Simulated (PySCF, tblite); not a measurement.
# C7H6FS+: geometry, infrared bands and NMR shifts

Aim: predict the infrared bands and NMR shifts of C7H6FS+ (`C=C1SC[c+]2c(CF)c21`).

Computed with tblite 0.8.0 and PySCF 2.14.0, with density-fitted response routines of our own, on a single molecule in the gas phase. Atoms count from 0, in the outputs and in this text.

## 1. The molecule as given

15 atoms, charge 1, multiplicity 1; geometry from: force field or distance geometry start.

Bonds of the start (Å): C0–C1 1.10, C1–S2 1.92, S2–C3 1.82, C3–C4 1.45, C4–C5 1.36, C5–C6 1.50, C6–F7 1.41, C5–C8 1.37, C8–C1 1.66, C8–C4 1.32, C0–H9 1.16, C0–H10 1.18, C3–H11 1.13, C3–H12 1.08, C6–H13 1.14, C6–H14 1.11.

## 2. Geometry optimisation with GFN2-xTB

What the job is given:

```
{"job": {"kind": "relax", "xc": "GFN2-xTB", "basis": "xTB"}, "charge": 1, "multiplicity": 1}
C     -2.577900    -0.094700     0.215500
C     -1.732500    -0.757300    -0.007800
S     -0.647000    -2.339000    -0.112100
C      0.499200    -1.598500     1.089300
C      0.623000    -0.404000     0.275400
C      0.865800     0.701700    -0.481600
C      1.856600     1.685300    -1.016900
F      2.549500     1.146700    -2.117000
C     -0.390400     0.160600    -0.350400
H     -2.760800     1.041100     0.066600
H     -3.630200    -0.433900     0.634700
H     -0.115500    -1.511700     2.038400
H      1.413900    -2.150100     1.215700
H      2.601500     1.881000    -0.181800
H      1.440300     2.680800    -1.289800
```

Launch:

```console
$ OMP_NUM_THREADS=1 python probes_run.py task.json out
```

This one command runs all jobs of the session in turn.

**Question.** This job is followed by: GFN2-xTB harmonic vibrations, gas phase; GIAO PBE0/pcSseg-1 NMR shielding, non-relativistic, gas phase. Predict these results of the whole session: strongest single infrared mode (GFN2-xTB); zero-point energy (GFN2-xTB); 13C shifts against TMS (PBE0/pcSseg-1); 1H shifts against TMS (PBE0/pcSseg-1, means over atoms taken as alike); 33S shifts against CS2 (PBE0/pcSseg-1); 19F shifts against CFCl3 (PBE0/pcSseg-1).

**Answer**, as computed:

| quantity | value |
| --- | --- |
| strongest single infrared mode (GFN2-xTB) | 1182 cm⁻¹, 166 km/mol |
| zero-point energy (GFN2-xTB) | 64.0 kcal/mol |
| 13C shifts against TMS (PBE0/pcSseg-1) | 216.0, 207.8, 165.5, 155.5, 140.7, 80.8, 45.5 ppm |
| 1H shifts against TMS (PBE0/pcSseg-1, means over atoms taken as alike) | 7.53, 7.48, 6.53, 5.62 ppm |
| 33S shifts against CS2 (PBE0/pcSseg-1) | 390 ppm |
| 19F shifts against CFCl3 (PBE0/pcSseg-1) | -258.5 ppm |

The optimisation took 120 steps and gained 5.088 eV; among the close pairs (by a distance rule), C1–C8 changed most, from 1.662 to 1.405 Å. All 39 modes are real, so the xTB geometry is a minimum. The strongest single mode, at 1182 cm⁻¹, is spread over many atoms; the largest shares are those of C5, C3. GFN2-xTB is a fitted tight-binding method: band positions and strengths are rough. Its intensities can rank the bands wrongly. At PBE0/pcSseg-1: Shielding is most anisotropic at S2 (span 919 ppm, paramagnetic term -939 ppm).
